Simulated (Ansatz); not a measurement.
**SnTe: a single-point run**

The task is a single-point run on SnTe. The structure is shown as the input types it.

The COD entry's cell or inner coordinates are ideal or old and differ from later refinements, so a difference from it is no clean test against experiment.

Program: Ansatz 0.2.0. Level of theory: density functional or hybrid calculation with the settings of its input, plane waves (as first typed). These are calculated values, not measurements.

8 further runs of the same task are left out: 2 for a known fault of the program, 6 that didn't finish.

## (1) The starting structure

The structure is cubic, space group Fm-3m (No. 225). Conventional cell: a = 6.379 Å, b = 6.379 Å, c = 6.379 Å, α = 90.00°, β = 90.00°, γ = 90.00°. Sn (site symmetry m-3m) is surrounded by 6 Te at 3.19 Å. Te (site symmetry m-3m) is surrounded by 6 Sn at 3.19 Å.

As a file:

```
Sn Te
1.0
     0.00000    3.18935    3.18935
     3.18935    0.00000    3.18935
     3.18935    3.18935    0.00000
Sn Te
1 1
Direct
  0.00000 0.00000 0.00000
  0.50000 0.50000 0.50000
```

## (2) The calculation

Input file input.yaml:

```yaml
crystal:
  lattice:
    - [0.0, 3.189354573, 3.189354573]
    - [3.189354573, 0.0, 3.189354573]
    - [3.189354573, 3.189354573, 0.0]
  atoms:
    - { symbol: Sn, position: [0.0, 0.0, 0.0] }
    - { symbol: Te, position: [0.5, 0.5, 0.5] }
kpoints:
  mp_grid: { grid: [6, 6, 6] }
hamiltonian:
  xc: r2scan
scf:
  occupations: { method: fermi_dirac, width: 0.02 }
  n_extra_bands: 4
  convergence: { dr2_threshold: 1.0 }
  max_iter: 69
output:
  forces: true
  stress: true
  eigenvalues: true
```

The run is started by

```bash
$ ansatz run input.yaml --threads 4 --pin off --max-ram 3686MiB --backend cpu --events-out ev --progress --plain --runs-dir out
```

What happens when this is run?

The run converged and reported no error, with warnings (force scf threshold loose, stress scf threshold loose). Its log warns: «scf.convergence.dr2_threshold = 1e0 eV is looser than this run's default, which is 1e-7 eV or tighter. The error in the forces grows as the threshold's square root ...»

The threshold asked is loose, but the program put off the close and ended at dr2 = 1.7e-8, so little accuracy was lost here.

The test: delete scf.convergence.dr2_threshold (the default then holds).
